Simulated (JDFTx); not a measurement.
TiMo:

```
CELL_PARAMETERS angstrom
1.59357 -2.36042 0.00000
1.59357 2.36042 0.00000
0.00000 0.00000 4.25072
ATOMIC_POSITIONS crystal
Mo 0.00000 0.00000 0.00000
Ti 0.50000 0.50000 0.50000
```

The cell comes from a database or a generator and needn't be the stable form of this composition.

* Program: JDFTx 1.7.0 (patched build)
* Task: single point
* Functional: PBEsol
* Potentials or basis: PseudoDojo-SR-PBEsol-0.4.1-standard with smoothed tails
* Cutoff: 1143 eV
* Density cutoff: 9143 eV
* k mesh: 10 × 10 × 6
* Occupations: fermi-dirac, width 0.05 eV
* Spin: no spin polarisation

On this cell: pressure -6.5 GPa; largest force under 0.003 eV/Å; band gap on the k mesh none (metal or under the smearing width).

The same run follows on a disturbed copy (atoms moved at random, drawn with an rms of 0.05 Å):

```xyz
2
Lattice="1.5936 -2.3604 0.0000 1.5936 2.3604 0.0000 0.0000 0.0000 4.2507" Properties=species:S:1:pos:R:3 pbc="T T T"
Mo    0.0211   -0.0085    0.0239
Ti    1.5814   -0.0215    2.1206
```

Q: What changes?

A: The energy (extrapolated to zero smearing) moves by +2.8 meV/atom; pressure -6.4 GPa; largest force 0.250 eV/Å; band gap on the k mesh none (metal or under the smearing width).

Forces on the atoms (eV/Å):
```
Mo  -0.199 -0.039 -0.146
Ti   0.200  0.040  0.146
```

Stress tensor (GPa, compression positive):
```
-6.42 -0.02  0.05
-0.02 -7.42  0.02
 0.05  0.02 -5.37
```
